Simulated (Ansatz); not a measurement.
# BH₃OSe (SMILES B[Se]O): functionals against CCSD(T) at one geometry

The task here is to estimate one member of a computed series from the others.

Method: single points in def2-TZVPP; program: Ansatz 0.2.0, Gaussian basis.

Correlated methods freeze the cores. Filled d shells of the heavier atoms are correlated.

**Starting geometry**

SMILES `B[Se]O`, 6 atoms, charge 0, spin multiplicity 1.

Atoms are counted from 1 here; the program's logs count them from 0.

Bond lengths: B1–Se2 1.860 Å, B1–H4 1.158 Å, B1–H5 1.170 Å, Se2–O3 1.830 Å, O3–H6 0.950 Å. Angles: Se2–B1–H4 116.3°, Se2–B1–H5 118.1°, H4–B1–H5 125.4°, B1–Se2–O3 101.8°, Se2–O3–H6 111.0°.

Coordinates:

```mol
BH3OSe
  3D, bonds by distance, orders not assigned

  6  5  0  0  0  0  0  0  0  0999 V2000
   -0.8872   -0.0838   -0.5907 B   0  0
    0.4678   -1.1318    0.1333 Se  0  0
    1.2688    0.0376    1.2905 O   0  0
   -1.5822   -0.6014   -1.3588 H   0  0
   -0.9171    1.0513   -0.3077 H   0  0
    1.7221    0.7272    0.8191 H   0  0
  1  2  8  0
  1  4  8  0
  1  5  8  0
  2  3  8  0
  3  6  8  0
M  END
```

The first run:

Input file run/in.yaml:

```yaml
crystal:
  periodic: [false, false, false]
  atoms:
    - {symbol: B, position_ang: [-0.887200, -0.083800, -0.590700]}
    - {symbol: Se, position_ang: [0.467800, -1.131800, 0.133300]}
    - {symbol: O, position_ang: [1.268800, 0.037600, 1.290500]}
    - {symbol: H, position_ang: [-1.582200, -0.601400, -1.358800]}
    - {symbol: H, position_ang: [-0.917100, 1.051300, -0.307700]}
    - {symbol: H, position_ang: [1.722100, 0.727200, 0.819100]}
basis:
  gaussian: {orbitals: def2-TZVPP}
correlation: {method: ccsd_t}
output: {forces: true}
```

The command line of these runs was not kept.

Among the steps run: CCSD(T)/def2-TZVPP; PBE0-D4/def2-TZVPP; wB97M-V/def2-TZVPP; r2SCAN-D4/def2-TZVPP; PBE-D4/def2-TZVPP; r2SCANh-D4/def2-TZVPP; wB97X-V/def2-TZVPP.

One of the session's tables, all rows but one given; the rest of the session is left out.

```
    method  RMS force component (eV/Å)  angle to CCSD(T) forces (°)  dipole (D)
   CCSD(T)                       0.427                    reference        1.27
   PBE0-D4                           ?                            ?           ?
   wB97M-V                       0.398                         11.1        1.33
 r2SCAN-D4                       0.422                         11.6        1.26
    PBE-D4                       0.534                         24.2        1.19
r2SCANh-D4                       0.404                         11.0        1.29
   wB97X-V                       0.458                         12.7        1.37
```

Estimate the missing values for PBE0-D4.

**Answer.** RMS force component (eV/Å): 0.435; angle to CCSD(T) forces (°): 13.2; dipole (D): 1.29. In the column «RMS force component (eV/Å)» it lies between CCSD(T) (0.427) and wB97X-V (0.458).
